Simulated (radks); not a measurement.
**Nb²⁺ in [Kr] 4d3: an all-electron calculation**

Wanted: eigenvalues, radial structure and energy terms of the niobium ion Nb2+.

Program: radks (a radial shooting solver on a logarithmic mesh, Libxc functionals) version 1. Level of theory: Dirac Kohn-Sham, PBEsol, spin-unpolarised, spherical densities, point nucleus; open shells fill j = l - 1/2 first. These are calculated values, not measurements, unless marked.

### 1 What is computed

```
element       : niobium (Z = 41)
charge        : +2
electrons     : 39
configuration : [Kr] 4d3
```

### 2 The run

The run's settings:

```text
Z 41
configuration [Kr] 4d3
relativity Dirac
functional pbe_sol,pbe_sol
spin unpolarised
j_filling energy
nucleus point
c 137.035999084
```

What does the calculation give?

As calculated:

| quantity | value |
| --- | --- |
| total energy | -3817.24865 hartree |
| exchange-correlation share of it | 3.05 % |
| −T/E | 1.0351 |
| highest occupied level | 4d3/2, -19.136 eV |
| most extended occupied level | 4d3/2, <r> = 1.84 bohr |
| radius at density 0.001 e/bohr³ | 3.63 bohr |
| maxima of the radial density | 4 |
| ionisation energy, NIST | 25.040 (semi-emp.) eV |

What this shows: The radial density shows 4 maxima for 4 occupied principal shells. −T/E is 1.035: with relativity the kinetic term as defined here no longer equals −E. The top level binds by 19.136 eV, 76 % of the NIST ionisation energy of 25.040 eV; the potential of a semilocal functional falls off too fast, so its top eigenvalue is too shallow. Spin polarisation and multiplet splitting are left out.
